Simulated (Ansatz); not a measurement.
The system is TaTl.

```xyz
2
Lattice="3.6221 0.0000 0.0000 0.0000 3.6221 0.0000 0.0000 0.0000 3.6221" Properties=species:S:1:pos:R:3 pbc="T T T"
Ta    0.0000    0.0000    0.0000
Tl    1.8111    1.8111    1.8111
```

The cell was built by a generator and needn't be a form met in nature.

```yaml
Program: Ansatz 0.2.0
Task: relaxation of cell and atoms
Functional: LDA
Potentials_or_basis: Ansatz PAW
Cutoff: "420 eV (not typed: the program's choice for these potentials)"
k_mesh: 5 × 5 × 5
Occupations: fermi-dirac, width 0.05 eV
Spin: spin-orbit coupling, no magnetisation
```

At the start: volume 23.76 Å³/atom.

Question: Where does the relaxation end?

Answer: It ends after 6 steps and the volume is 19.01 Å³/atom (-20.0 %); space group Pm-3m (No. 221, to 0.05 Å).

The path:
```
step  energy change (eV)  largest force (eV/Å)  volume (Å³)
   1              0.0000                0.0000        47.52
   2             -0.6577                0.0000        40.90
   3             -0.7129                0.0000        36.33
   4             -0.7509                0.0000        38.26
   5             -0.7518                0.0000        38.01
   6             -0.7501                0.0000        38.01
```

Final structure:
```yaml
crystal:
  lattice:
    - [3.36241, 0.00000, 0.00000]
    - [0.00000, 3.36241, 0.00000]
    - [0.00000, 0.00000, 3.36241]
  atoms:
    - { symbol: Ta, position: [0.00000, 0.00000, 0.00000] }
    - { symbol: Tl, position: [0.50000, 0.50000, 0.50000] }
```

Caveat: the volume moved by over 15 % at a fixed basis, so the end points are rough; the plane-wave basis is chosen anew once the cell has moved, so the energies of steps on either side of that aren't comparable; the PAW data sets come from PBE, with cores solved anew for the run's functional, which leaves a small shift of forces and pressure.
